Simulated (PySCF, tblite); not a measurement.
**2-isopropyl-1,3-dithiolane (C6H12S2): geometry, infrared bands, NMR shifts and electronic excitations**

Wanted: the infrared bands, NMR shifts and electronic excitations of 2-isopropyl-1,3-dithiolane (C6H12S2) (`CC(C)C1SCCS1`), by calculation.

Programs: tblite 0.8.0 and PySCF 2.14.0, with density-fitted response routines of our own. Each step states its level of theory. These are calculated values for one molecule in the gas phase, unless marked as measured. Atoms count from 0, in the outputs and in this text.

### Step 1. The starting structure

20 atoms, charge 0, multiplicity 1; geometry from: force field or distance geometry start.

Bonds of the start (Å): C0–C1 1.49, C1–C2 1.49, C1–C3 1.50, C3–S4 1.84, S4–C5 1.84, C5–C6 1.50, C6–S7 1.82, S7–C3 1.79, C0–H8 1.10, C0–H9 1.13, C0–H10 1.11, C1–H11 1.13, C2–H12 1.13, C2–H13 1.11, C2–H14 1.08, C3–H15 1.10, C5–H16 1.10, C5–H17 1.12, C6–H18 1.13, C6–H19 1.10.

### Step 2. Optimising the geometry with GFN2-xTB

Job settings and geometry (Å):

```
{"job": {"kind": "relax", "xc": "GFN2-xTB", "basis": "xTB"}, "charge": 0, "multiplicity": 1}
C     -1.583000    -1.366000     0.528600
C     -1.442700     0.090800     0.229500
C     -2.227400     0.522200    -0.959800
C     -0.041300     0.593000     0.050500
S      1.013000     0.327600     1.534900
C      2.629300     0.579800     0.700200
C      2.627700    -0.318900    -0.503300
S      0.932100    -0.287000    -1.166700
H     -0.741900    -1.995200     0.214800
H     -2.571600    -1.739500     0.115600
H     -1.697500    -1.479600     1.626900
H     -1.855500     0.635200     1.131300
H     -3.310500     0.586600    -0.647100
H     -1.909200     1.562900    -1.201600
H     -2.169400    -0.120900    -1.829800
H      0.008000     1.671500    -0.161600
H      3.482700     0.471700     1.380300
H      2.621100     1.653600     0.372200
H      2.869300    -1.362000    -0.147900
H      3.361600    -0.015100    -1.269900
```

Launch:

```bash
> OMP_NUM_THREADS=1 python probes_run.py task.json out
```

The driver reads the jobs from task.json and runs them one after another.

**Question.** This job is followed by: GFN2-xTB harmonic vibrations, gas phase; PBE0-D3(BJ)/def2-SVP geometry optimisation, gas phase; GIAO PBE0/pcSseg-1 NMR shielding, non-relativistic, gas phase; TDDFT wB97X-D/def2-SVPD, vertical, gas phase, core orbitals frozen in the response; GIAO B97-2/pcSseg-1 NMR shielding, non-relativistic, gas phase. What will the session give for the following? strongest single infrared mode (GFN2-xTB); zero-point energy (GFN2-xTB); point group; rotational constants (main isotopes); 13C shifts against TMS (PBE0/pcSseg-1, means over atoms taken as alike); 1H shifts against TMS (PBE0/pcSseg-1, means over atoms taken as alike); 33S shifts against CS2 (PBE0/pcSseg-1, means over atoms taken as alike); lowest singlet (wB97X-D/def2-SVPD); brightest single state of those computed; lowest triplet; vertical ionisation energy (ΔSCF); range of the shift of S4.

As calculated:

| quantity | value |
| --- | --- |
| strongest single infrared mode (GFN2-xTB) | 3047 cm⁻¹, 48 km/mol |
| zero-point energy (GFN2-xTB) | 105.1 kcal/mol |
| point group | C1 |
| rotational constants (main isotopes) | 2.10, 1.19, 0.99 GHz |
| 13C shifts against TMS (PBE0/pcSseg-1, means over atoms taken as alike) | 68.2, 43.9, 37.2, 19.7 ppm |
| 1H shifts against TMS (PBE0/pcSseg-1, means over atoms taken as alike) | 4.40, 2.80, 2.77, 1.44, 0.99 ppm |
| 33S shifts against CS2 (PBE0/pcSseg-1, means over atoms taken as alike) | 41 ppm |
| lowest singlet (wB97X-D/def2-SVPD) | 5.12 eV (242 nm), f = 0.000 |
| brightest single state of those computed | state 3, 6.43 eV, f = 0.051 |
| lowest triplet | 4.73 eV |
| vertical ionisation energy (ΔSCF) | 8.53 eV |
| range of the shift of S4 | 41 to 46 ppm |

What this shows: The optimisation took 149 steps and gained 0.726 eV; among the close pairs (by a distance rule), C0–H9 changed most, from 1.135 to 1.087 Å (GFN2-xTB). All 54 modes are real, so the xTB geometry is a minimum. Unscaled tight-binding wavenumbers are off by several per cent, some by more. Its intensities can rank the bands wrongly. Relaxing lowered the energy by 0.052 eV in 3 steps; the close pair that moved most is C0–H8, from 1.088 to 1.102 Å (PBE0/def2-SVP). No frequency check was run at this level, so the end point may be a saddle. At PBE0/pcSseg-1: The widest tensor belongs to S4, S7: span 461 ppm, with a paramagnetic part of -602 ppm. The lowest singlet, at 5.12 eV, is HOMO→LUMO 0.74 and is dark; of the 10 states computed, the strongest absorption comes from state 3 at 6.43 eV (the last state computed is bright too, and its partners may lie past the list). The lowest triplet lies 0.39 eV below the lowest singlet (triplets in Tamm-Dancoff, singlets in full TDDFT). The orbital energy would give 8.35 eV for ionisation, ΔSCF gives 8.53 eV. In ppm, S4 (with its like atoms) moves most: its shift spreads over 5 ppm, from 41 (PBE0/pcSseg-1) to 46 (B97-2/pcSseg-1). Most of that comes from the computed reference, not from the atom's own shielding.
